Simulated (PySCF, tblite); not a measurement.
# C5H13BOSi2: geometry, infrared bands and NMR shifts

Wanted: the infrared bands and NMR shifts of C5H13BOSi2 (`[SiH3]C[C@@H]1BC=CO[SiH2]C1`), by calculation.

Computed with tblite 0.8.0 and PySCF 2.14.0, with density-fitted response routines of our own, on a single molecule in the gas phase. Atoms count from 0, in the outputs and in this text.

## Step 1: The molecule as given

22 atoms, charge 0, multiplicity 1; geometry from: force field or distance geometry start.

Bonds of the start (Å): Si0–C1 1.90, C1–C2 1.54, C2–B3 1.62, B3–C4 1.58, C4–C5 1.34, C5–O6 1.40, O6–Si7 1.74, Si7–C8 1.88, C8–C2 1.54, Si0–H9 1.47, Si0–H10 1.46, Si0–H11 1.48, C1–H12 1.09, C1–H13 1.11, C2–H14 1.11, B3–H15 1.17, C4–H16 1.08, C5–H17 1.08, Si7–H18 1.47, Si7–H19 1.47, C8–H20 1.11, C8–H21 1.11.

## Step 2: Geometry optimisation with GFN2-xTB

The job: settings as JSON, then the geometry in Å.

```
{"job": {"kind": "relax", "xc": "GFN2-xTB", "basis": "xTB"}, "charge": 0, "multiplicity": 1}
Si     2.844600    -1.286600    -0.222300
C      1.786000     0.178000    -0.803600
C      0.423900     0.230200    -0.094200
B     -0.550700    -0.946400    -0.618200
C     -1.818400    -1.437500     0.196300
C     -2.397700    -0.813800     1.224900
O     -2.041900     0.461200     1.693500
Si    -1.782500     1.850800     0.673100
C     -0.234100     1.597900    -0.355200
H      3.014900    -1.211700     1.240000
H      4.144800    -1.232000    -0.884600
H      2.164900    -2.550200    -0.566800
H      1.668600     0.129900    -1.888500
H      2.379500     1.086100    -0.554600
H      0.572800     0.124100     0.999000
H     -0.188200    -1.634400    -1.492000
H     -2.213500    -2.395900    -0.101000
H     -3.177900    -1.343500     1.757900
H     -2.949500     2.020300    -0.211900
H     -1.623300     3.047800     1.509000
H      0.459400     2.421400    -0.070200
H     -0.492100     1.723800    -1.431200
```

Launch:

```sh
$ OMP_NUM_THREADS=1 python probes_run.py task.json out
```

The driver reads the jobs from task.json and runs them one after another.

**Question.** This job is followed by: GFN2-xTB harmonic vibrations, gas phase; GIAO PBE0/pcSseg-1 NMR shielding, non-relativistic, gas phase. What will the session give for the following? strongest single infrared mode (GFN2-xTB); zero-point energy (GFN2-xTB); 13C shifts against TMS (PBE0/pcSseg-1); 1H shifts against TMS (PBE0/pcSseg-1, means over atoms taken as alike); 29Si shifts against TMS (PBE0/pcSseg-1); 11B shifts against BF3·OEt2 (PBE0/pcSseg-1); 17O shifts against H2O (PBE0/pcSseg-1); surface potential, 1st and 99th percentile.

The runs gave:

| quantity | value |
| --- | --- |
| strongest single infrared mode (GFN2-xTB) | 2236 cm⁻¹, 417 km/mol |
| zero-point energy (GFN2-xTB) | 101.4 kcal/mol |
| 13C shifts against TMS (PBE0/pcSseg-1) | 168.6, 120.2, 32.4, 24.1, 22.8 ppm |
| 1H shifts against TMS (PBE0/pcSseg-1, means over atoms taken as alike) | 7.17, 6.83, 5.84, 5.10, 5.05, 3.79, 2.01, 1.24, 1.21, 1.17, 0.91 ppm |
| 29Si shifts against TMS (PBE0/pcSseg-1) | -15.2, -72.4 ppm |
| 11B shifts against BF3·OEt2 (PBE0/pcSseg-1) | 73.1 ppm |
| 17O shifts against H2O (PBE0/pcSseg-1) | 150.1 ppm |
| surface potential, 1st and 99th percentile | -0.71 V and 1.13 V |

In words: Over 65 steps the energy fell by 0.525 eV; of the close pairs, O6–Si7 changed most, 1.743 to 1.635 Å. All 60 modes are real, so the xTB geometry is a minimum. Unscaled tight-binding wavenumbers are off by several per cent, some by more. Its intensities can rank the bands wrongly. The most deshielded carbon is C5 (alkene carbon bearing oxygen), at 168.6 ppm: an sp2 carbon further deshielded by the attached heteroatom. The most deshielded hydrogen is H17 (hydrogen on an alkene carbon bearing oxygen), at 7.17 ppm: olefinic region. By nearest atom (PBE0/pcSseg-1), the HOMO sits on C4 34 %; O6 18 % and the LUMO on B3 38 %; C5 20 %.
